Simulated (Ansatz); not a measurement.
# CsLuS2: the cost of one run

Computed with Ansatz 0.2.0 (reference: DFT r2SCAN, plane waves, PAW, scalar-relativistic, no spin polarisation, unless a step's input says otherwise).

### Step 1. The structure to begin with

It takes space group R-3m (No. 166, trigonal). The conventional cell has a = 4.079 Å, b = 4.079 Å, c = 23.325 Å, α = 90.00°, β = 90.00°, γ = 120.00°. Around S (site symmetry 3m) lie 3 Lu at 2.80 Å and 3 Cs at 3.34 Å. Lu (site symmetry -3m) has 6 S at 2.80 Å as nearest neighbours. Around Cs (site symmetry -3m) lie 6 S at 3.34 Å.

Structure file:

```
CELL_PARAMETERS angstrom
4.07887 0.00000 0.00000
-2.03944 3.53241 0.00000
0.00000 -2.35494 7.77502
ATOMIC_POSITIONS crystal
S 0.23179 0.46358 0.69537
S 0.76821 0.53642 0.30463
Lu 0.50000 0.00000 0.50000
Cs 0.00000 0.00000 0.00000
```

### Step 2. The reference run

input.yaml reads:

```yaml
crystal:
  lattice:
    - [4.078872, 0.0, 0.0]
    - [-2.039436, 3.532411, 0.0]
    - [0.0, -2.354938, 7.775015]
  atoms:
    - { symbol: S, position: [0.23179, 0.46358, 0.69537] }
    - { symbol: S, position: [0.76821, 0.53642, 0.30463] }
    - { symbol: Lu, position: [0.5, 0.0, 0.5] }
    - { symbol: Cs, position: [0.0, 0.0, 0.0] }
  symmetry: { tolerance: 0.0003 }
kpoints:
  mp_grid: { grid: [5, 5, 5], shift: [0, 0, 0] }
magnetization:
  spin_polarized: false
scf:
  occupations: { method: cold, width: 0.0521 }
hamiltonian:
  pseudopotentials: { kind: paw }
  xc: r2scan
basis:
  ecutwfc: 500
output:
  forces: true
  stress: true
  eigenvalues: true
relax:
  max_steps: 40
  cell: {}
```

Run with:

```bash
> ansatz run input.yaml --threads 1 --pin off --max-ram 2560MiB --backend cpu --events-out ev --progress --plain --runs-dir out
```

What time and memory should one allow on 1 thread of Arm Neoverse V2, shared host?

About 60 s, with a peak of 0.67 GiB.
